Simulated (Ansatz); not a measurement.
# AlCl4: the cost of one run

Computed with Ansatz 0.2.0 (the levels named in each step, unless a step's input says otherwise).

## 1. The structure to begin with

Bond lengths: Cl1–Al2 2.114 Å, Al2–Cl3 2.114 Å, Al2–Cl4 2.114 Å, Al2–Cl5 2.114 Å. Angles: Cl1–Al2–Cl3 109.3°, Cl1–Al2–Cl4 109.5°, Cl1–Al2–Cl5 109.6°, Cl3–Al2–Cl4 109.6°, Cl3–Al2–Cl5 109.5°, Cl4–Al2–Cl5 109.4°.

As a file:

```xyz
5

Cl   -1.6571   -0.3935   -1.2526
Al    0.0001   -0.0001   -0.0001
Cl   -0.0189    2.0367    0.5668
Cl    1.7887   -0.4294   -1.0421
Cl   -0.1131   -1.2133    1.7277
```

## 2. A rough first relaxation, PBE-D4/def2-SVPD

This run stands in another session on the same molecule. It ended at:

```xyz
5

Cl   -1.7125   -0.4094   -1.2934
Al   -0.0001    0.0001   -0.0001
Cl   -0.0167    2.1047    0.5859
Cl    1.8484   -0.4411   -1.0777
Cl   -0.1196   -1.2538    1.7850
```

## 3. Relaxation, HF/STO-3G

Contents of input.yaml:

```yaml
crystal:
  periodic: [false, false, false]
  atoms:
    - { symbol: Cl, position_ang: [-1.71252069, -0.40942357, -1.29342801] }
    - { symbol: Al, position_ang: [-8.679e-05, 7.984e-05, -7.089e-05] }
    - { symbol: Cl, position_ang: [-0.01666876, 2.10468603, 0.58586194] }
    - { symbol: Cl, position_ang: [1.84840539, -0.44113717, -1.07769797] }
    - { symbol: Cl, position_ang: [-0.11957916, -1.25378513, 1.78500492] }
total_charge: -1
basis:
  gaussian: { orbitals: STO-3G }
hamiltonian:
  xc: hf
relax:
  f_tol: 0.002
  max_steps: 150
```

The run is started by

```
ansatz run input.yaml --threads 4 --pin off --max-ram 10240MiB --backend cpu --events-out ev --progress --plain --runs-dir out
```

**Question.** How long does this run take on 4 threads of AMD EPYC (Zen 3), shared host, and how much memory does it need?

About 5 s, with a peak of 0.11 GiB.
